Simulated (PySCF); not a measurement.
# B2GaH6N: the cost of one run

The runs use PySCF 2.14.0, with density-fitted response routines of our own; the level of theory stands in each step. All values are computed, except where a source is named. Atoms are numbered from 0 throughout.

## (1) Starting geometry

10 atoms, charge 0, multiplicity 1; geometry from: PBE0-D3(BJ)/def2-SVP.

Bonds of the start (Å): B0–N1 1.43, N1–B2 1.43, N1–Ga3 1.89, B0–H4 1.21, B0–H5 1.21, B2–H6 1.21, B2–H7 1.21, Ga3–H8 1.56, Ga3–H9 1.56.

## (2) X-ray photoelectron lines: SCAN, X2C

The job: settings as JSON, then the geometry in Å.

```
{"job": {"kind": "xps"}, "charge": 0, "multiplicity": 1}
B      0.056164    -1.292076     0.796299
N      0.142193    -0.066737     0.064995
B      1.392791     0.602637    -0.111811
Ga    -1.422680     0.677867    -0.685557
H     -1.016769    -1.844826     0.917348
H      1.050503    -1.770253     1.292687
H      1.434346     1.646276    -0.728680
H      2.403998     0.125321     0.351040
H     -2.725193    -0.173698    -0.551932
H     -1.263840     2.075821    -1.362612
```

Level: delta-SCF UKS SCAN, pcX-2 on the ionised atom, pcseg-1 elsewhere, spin-free X2C.

On the command line:

```sh
$ OMP_NUM_THREADS=1 python probes_run.py task.json out
```

The driver reads the jobs from task.json and runs them one after another.

Q: Estimate the wall time and peak memory of this first job on 1 thread of Arm Neoverse V1, shared host.

About 10 s, with a peak of 0.43 GiB.
